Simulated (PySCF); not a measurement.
# C2H10BPSi: a tour of settings, part 2 of 2

PySCF 2.14.0. Atoms count from 0. Earlier steps stand in the parts before.

### 5 TDDFT and polarisability: HF/STO-3G

Job settings and geometry (Å):

```
{"job": {"kind": "uv", "xc": "HF", "basis": "STO-3G", "nstates": 6, "ntriplets": 0, "tda": false, "scf": {"conv": 0.001, "max_cycle": 91}}, "charge": 0, "multiplicity": 1}
C     -0.609531     0.180411    -1.662686
B     -0.666921     0.361697    -0.095488
C     -1.977590    -0.008554     0.705203
P      0.792659     1.130474     0.790981
Si     2.401245    -0.363166     0.444177
H     -1.427932     0.714576    -2.145805
H     -0.738038    -0.868018    -1.932972
H      0.319427     0.524599    -2.114711
H     -2.334219     0.845779     1.281782
H     -2.796949    -0.348103     0.074929
H     -1.779960    -0.794223     1.435697
H      0.489648     0.793630     2.098253
H      3.500278     0.025153     1.327021
H      2.794776    -0.259782    -0.960177
H      2.028693    -1.753829     0.731886
```

Method: TDDFT HF/STO-3G, vertical, gas phase, core orbitals frozen in the response.

Standard output:

```text
final grid: 111200 points
cycle   1  E = -727.5278575358  dE =  4.022e-03  |g| = 2.824e-01  |ddm| = 4.230e+00
cycle   2  E = -727.5654353807  dE = -3.758e-02  |g| = 6.849e-02  |ddm| = 5.605e-01
cycle   3  E = -727.5678646453  dE = -2.429e-03  |g| = 1.809e-02  |ddm| = 1.478e-01
cycle   4  E = -727.5680592611  dE = -1.946e-04  |g| = 2.867e-03  |ddm| = 4.432e-02
converged SCF energy = -727.5680592611

Static polarisability (au): isotropic 39.626, principal 29.953 39.015 49.909

Singlet excitations
state   eV       nm        f      main configurations
  1   6.7975    182.4   0.04866   H->L 0.62, H-1->L 0.26
  2   8.5499    145.0   0.06179   H-2->L 0.51, H-3->L 0.18, H->L 0.15
  3   8.7765    141.3   0.16051   H-1->L 0.42, H-3->L 0.24, H->L 0.20
  4  10.6145    116.8   0.05278   H->L+1 0.85
  5  11.7515    105.5   0.21593   H-3->L 0.35, H-2->L 0.31, H-1->L 0.14
  6  12.5102     99.1   0.14766   H->L+2 0.86
```

Wall time 1.2 s (1 thread of Arm Neoverse N1, shared host); peak memory 0.51 GiB.

The run ended normally, but its values are not to be used for the molecule: the SCF threshold of 0.001 Eh is far too loose; the basis STO-3G is minimal. Its HOMO lies at -6.81 eV, against -7.11 eV in step 3 (PBE0/def2-SVPD), a different level, so the two don't compare directly.

### 6 NMR shieldings: PBE0/MINI in benzene

The job, as its differences from that of step 5:

```diff
@@ -1,2 +1,2 @@
-{"job": {"kind": "uv", "xc": "HF", "basis": "STO-3G", "nstates": 6, "ntriplets": 0, "tda": false, "scf": {"conv": 0.001, "max_cycle": 91}}, "charge": 0, "multiplicity": 1}
+{"job": {"kind": "nmr", "xc": "PBE0", "basis": "MINI", "solvent": "benzene", "pop": false}, "charge": 0, "multiplicity": 1}
 C     -0.609531     0.180411    -1.662686
```

Level: GIAO PBE0/MINI NMR shielding, non-relativistic, IEF-PCM benzene.

Standard output:

```text
coarse grid: 12712 points
cycle   1  E = -733.1741641917  dE =  3.090e-02  |g| = 2.424e-01  |ddm| = 5.338e+00
cycle   2  E = -733.1860623141  dE = -1.190e-02  |g| = 1.834e-01  |ddm| = 8.830e-01
cycle   3  E = -733.1979642893  dE = -1.190e-02  |g| = 1.246e-02  |ddm| = 3.558e-01
cycle   4  E = -733.1980221824  dE = -5.789e-05  |g| = 4.413e-03  |ddm| = 4.120e-02
cycle   5  E = -733.1980323013  dE = -1.012e-05  |g| = 9.654e-04  |ddm| = 1.460e-02
cycle   6  E = -733.1980327825  dE = -4.812e-07  |g| = 1.421e-04  |ddm| = 2.985e-03
final grid: 111200 points
cycle   7  E = -733.2222415188  dE = -8.590e-06  |g| = 3.920e-03  |ddm| = 1.938e-02
cycle   8  E = -733.2222432872  dE = -1.768e-06  |g| = 3.262e-03  |ddm| = 1.301e-02
cycle   9  E = -733.2222468462  dE = -3.559e-06  |g| = 1.307e-04  |ddm| = 5.909e-03
cycle  10  E = -733.2222468551  dE = -8.867e-09  |g| = 3.537e-05  |ddm| = 4.477e-04
cycle  11  E = -733.2222468557  dE = -5.687e-10  |g| = 6.783e-06  |ddm| = 1.037e-04
converged SCF energy = -733.2222468557

GIAO shielding tensors (ppm)
atom      isotropic    diamagn.    paramagn.     s11        s22        s33       span
  0 C      202.396     239.936     -37.540    182.965    205.247    218.976     36.012
  1 B       71.204     183.424    -112.220     10.433     43.441    159.737    149.304
  2 C      202.422     240.052     -37.630    181.672    210.780    214.814     33.141
  3 P      854.282     965.599    -111.317    716.028    872.944    973.874    257.846
  4 Si     733.892     876.010    -142.118    706.313    721.720    773.644     67.331
  5 H       29.513      28.084       1.428     24.265     27.075     37.198     12.933
  6 H       29.722      25.699       4.023     26.073     26.756     36.335     10.263
  7 H       29.207      26.636       2.571     23.363     30.290     33.969     10.606
  8 H       29.354      27.657       1.697     24.467     27.712     35.882     11.415
  9 H       29.159      27.991       1.167     23.513     27.924     36.039     12.526
 10 H       29.452      25.328       4.123     24.297     28.228     35.830     11.533
 11 H       29.522      28.688       0.835     22.586     27.844     38.137     15.551
 12 H       28.421      28.966      -0.545     23.315     25.669     36.278     12.962
 13 H       28.396      27.727       0.669     23.869     26.792     34.527     10.658
 14 H       28.801      27.157       1.644     23.894     26.844     35.666     11.772
```

Wall time 7.3 s (1 thread of Arm Neoverse N1, shared host); peak memory 0.51 GiB.

Key values: σ C0 202.4, B1 71.2, P3 854.3, Si4 733.9, H12 28.54, H5 29.40 ppm (means over like atoms).

### 7 Comparing the runs: NMR shifts

Isotropic shieldings (ppm), means over like atoms, with basis size and wall time:

```csv
run,C0,H12,H11,H5,B1,P3,Si4,functions,time
PBE0/pcSseg-1,169.4,27.59,29.71,30.54,4.7,537.1,436.8,149,32 s
PBE0/MINI in benzene,202.4,28.54,29.52,29.40,71.2,854.3,733.9,43,7.3 s
```

### 8 Results

What follows sums up all 2 parts.

```
                                                               quantity                                            value
¹³C shifts against TMS (PBE0/pcSseg-1, means over atoms taken as alike)                                         17.5 ppm
 ¹H shifts against TMS (PBE0/pcSseg-1, means over atoms taken as alike)                             4.13, 2.00, 1.17 ppm
                            ¹¹B shifts against BF3·OEt2 (PBE0/pcSseg-1)                                         95.3 ppm
                               ³¹P shifts against H3PO4 (PBE0/pcSseg-1)                                       -218.7 ppm
                                ²⁹Si shifts against TMS (PBE0/pcSseg-1)                                        -87.6 ppm
                                        lowest singlet (PBE0/def2-SVPD)                      4.88 eV (254 nm), f = 0.045
                               brightest single state of those computed                      state 2, 6.03 eV, f = 0.076
                                                         lowest triplet                                          4.04 eV
                          largest coupling of the table (B3LYP/cc-pVDZ)                         ¹J(P,H) P3–H11, 192.3 Hz
                                           range of the shielding of P3                               537.1 to 854.3 ppm
                                          property runs in this session  5, of which 0 failed and 2 gave unsound results
```

**Reading.** Single values in the summary come from the first run of each kind that ended normally (PBE0/pcSseg-1; PBE0/def2-SVPD; B3LYP/cc-pVDZ), which need not be the best level. At PBE0/pcSseg-1: The largest span, 224 ppm, is at P3, where the paramagnetic term is -433 ppm. The first singlet state (HOMO→LUMO 0.93) lies at 4.88 eV and is weak; of the 6 states computed, the strongest absorption comes from state 2 at 6.03 eV (the last state computed is bright too, and its partners may lie past the list). The lowest triplet lies 0.84 eV below the lowest singlet (triplets in Tamm-Dancoff, singlets in full TDDFT). In the run at B3LYP/cc-pVDZ, the largest coupling of the table is P3–H11, 192.3 Hz, of which the Fermi-contact term gives 185.2 Hz. Couplings across rotatable bonds belong to this one conformer; where others are populated, the observed values are averages. In ppm, P3 moves most: its shielding spreads over 317.2 ppm, from 537.1 (PBE0/pcSseg-1) to 854.3 (PBE0/MINI in benzene). A minimal basis is unusable for shieldings, so that end is no result. Couplings from bases without tight functions are rough.
